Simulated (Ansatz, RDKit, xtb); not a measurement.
# Isomers of C4H7AlF3N, a sample narrowed down

A sample of isomers of C4H7AlF3N is drawn. Aim: find which of them has the lowest free energy at 298.15 K, then its properties. The sample is small against all isomers, and the most stable one of this formula need not be in it.

The funnel: GFN2-xTB relaxations, single points with a density functional, relaxations at PBE-D3(BJ)/def2-SVP, harmonic vibrations (at GFN2-xTB), and a last energy at a higher level. All values are calculated.

1 further run of the same task is left out (set aside as unsound or not needed).

## 1. Drawing up candidates

Isomers were taken from a list of plausible structures; this is a sample, not all of them. That gives 4 candidates.

```csv
label,SMILES,spin
c005,FC[C@H](F)CC#[N+][AlH2-][F],singlet
c059,C[C@H](C#[N+][AlH3-])C(F)(F)F,singlet
c148,C#[C][Al@H-]([NH3+])[C](F)(F)CF,singlet
c427,[F][AlH2-][N+]#CCCC(F)F,singlet
```

Candidates are built by distance geometry, with a force field where one applies, in up to four conformers (letters a to d).

**Question.** With final energies at CCSD(T)/def2-SVP + MP2/def2-TZVPP - MP2/def2-SVP, which structure will this search put lowest in free energy, and by what margin?

| quantity | value |
| --- | --- |
| lowest structure found | [F][AlH2-][N+]#CCCC(F)F, singlet |
| next finalist | FC[C@H](F)CC#[N+][AlH2-][F], singlet, 13.2 kcal/mol higher in G |
| share at equilibrium, among the finalists | 100.0 % |

The search ends on `[F][AlH2-][N+]#CCCC(F)F`. The margin of 13.2 kcal/mol over the next finalist is beyond the usual error of the last level; it says nothing of structures that weren't ranked. r2SCAN-D4/def2-SVP, PBE-D3(BJ)/def2-SVP, HF/def2-SVP and MP2/def2-SVP already put its bonding pattern lowest among the structures in one piece. 4 minima inside the window were never screened. Lowest found is not proven lowest: the search is finite, and each finalist counts with one conformer. Only 4 drawn patterns were tried, so whole families of isomers are missing, and the result ranks this sample alone.
